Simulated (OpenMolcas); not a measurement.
**UHF/3-21G (Cholesky decomposition) run of AlHBrO (SMILES [OH][Al][Br])**

What is the vertical electron affinity of AlHBrO at UHF/3-21G (Cholesky decomposition)? 

The calculation is run with OpenMolcas 26.06.

10 further runs of the same task are left out: 7 for a known fault of the program, 3 set aside as unsound or not needed.

## 1. The structure to begin with

AlHBrO has 4 atoms, charge 0, and is taken as a doublet. As SMILES, `[OH][Al][Br]`. The shape is that of a PBE0-D4/def2-TZVP optimisation.

Bond lengths: O1–Al2 1.695 Å, Al2–Br3 2.270 Å, O1–H4 0.957 Å. Angles: O1–Al2–Br3 116.9°, Al2–O1–H4 123.5°.

## 2. Energy and one-electron properties at UHF/3-21G (Cholesky decomposition)

coord.xyz reads:

```xyz
4

O     -0.417900     0.558200    -0.729100
Al    -0.100700    -0.215000     0.745000
Br     1.740900    -1.539700     0.836000
H     -1.166700     1.136400    -0.872200
```

mol.input reads:

```
&GATEWAY
  Coord=coord.xyz
  Basis=3-21G
  Group=NoSym

&SEWARD
  High

&SCF
  UHF
  Spin=2
  PrOrbitals=1
```

Launch:

```console
$ export MOLCAS_MEM=1860
$ pymolcas mol.input > mol.log
```

Output:

```text
--- Start Module: gateway ---
[...]
--- Stop Module: gateway /rc=_RC_ALL_IS_WELL_ ---
--- Start Module: seward ---
[...]
      Basis functions           47
--- Stop Module: seward /rc=_RC_ALL_IS_WELL_ ---
--- Start Module: scf ---
[...]
       Convergence after  13 Iterations
[...]
::    Total SCF energy                              -2875.7589749820
[...]
      Total spin, S                                     0.5022086716
[...]
      Total electronic charge=   57.000000
      Total            charge=   -0.000000
[...]
      Dipole Moment (debye):
      Origin of the operator (angstrom)=    1.0318   -0.9539    0.5983
                   X= -3.5704E+00               Y=  2.0951E+00               Z=  1.0893E+00           Total=  4.2807E+00
      Quadrupole Moment (debye*angstrom):
[...]
--- Stop Module: scf /rc=_RC_ALL_IS_WELL_ ---
[...]
```

Run time: 1.6 s. Hardware: 1 thread of Intel Xeon 6975P-C (Granite Rapids), shared host; peak memory 0.26 GiB.

Atomic charges (e):

| atom | Mulliken |
| --- | --- |
| O1 | -0.882 |
| Al2 | +0.901 |
| Br3 | -0.430 |
| H4 | +0.411 |

## 3. The singlet anion at the same level

coord.xyz is that of step 2.

mol.inp reads:

```
&GATEWAY
  COORD=coord.xyz
  BASIS=3-21G
  GROUP=NoSym

&SEWARD
  HIGH

&SCF
  CHARGE=-1
  PRORBITALS=1

&LOCALISATION
  CHOLESKY
```

Launch:

```console
$ export MOLCAS_MEM=1860
$ pymolcas mol.inp > mol.log
```

Output:

```text
--- Start Module: gateway ---
[...]
--- Stop Module: gateway /rc=_RC_ALL_IS_WELL_ ---
[...]
      Basis functions           47
[...]
--- Start Module: scf ---
[...]
       Convergence after  14 Iterations
[...]
::    Total SCF energy                              -2875.7708127688
[...]
      Total spin, S                                     0.0000000000
[...]
      Total electronic charge=   58.000000
      Total            charge=   -1.000000
[...]
      Dipole Moment (debye):
      Origin of the operator (angstrom)=    1.0318   -0.9539    0.5983
                   X=  2.6509E+00               Y= -1.1383E+00               Z= -1.9257E+00           Total=  3.4686E+00
      Center of Charge (angstrom)
[...]
--- Stop Module: scf /rc=_RC_ALL_IS_WELL_ ---
--- Start Module: localisation ---
[...]
--- Stop Module: localisation /rc=_RC_ALL_IS_WELL_ ---
[...]
```

Run time: 1.7 s. Hardware: 1 thread of Intel Xeon 6975P-C (Granite Rapids), shared host; peak memory 0.26 GiB.

Atomic charges (e):

| atom | Mulliken |
| --- | --- |
| O1 | -0.927 |
| Al2 | +0.183 |
| Br3 | -0.625 |
| H4 | +0.369 |

## 4. Outcome

Level: UHF/3-21G (Cholesky decomposition).

| quantity | value |
| --- | --- |
| doublet AlHBrO: total energy | -2875.75897 Eh |
| doublet AlHBrO: dipole moment | 4.28 D |
| doublet AlHBrO: HOMO energy (highest over α and β) | -8.73 eV |
| doublet AlHBrO: LUMO energy (lowest over α and β) | 0.18 eV |
| doublet AlHBrO: ⟨S²⟩ | 0.754 |
| singlet anion: total energy | -2875.77081 Eh |
| singlet anion: HOMO energy | -0.88 eV |
| singlet anion: LUMO energy | 7.34 eV |
| singlet anion: HOMO–LUMO gap (to an unbound level, set by the basis) | 8.22 eV |
| vertical electron affinity (to the singlet anion) | 0.322 eV |

In words: At fixed nuclei the extra electron is bound by 0.32 eV (7.4 kcal/mol). The basis has no diffuse functions, so the error can be as large as this value. Mulliken charges (doublet AlHBrO) run from -0.88 on O1 to +0.90 on Al2; they depend strongly on the basis.
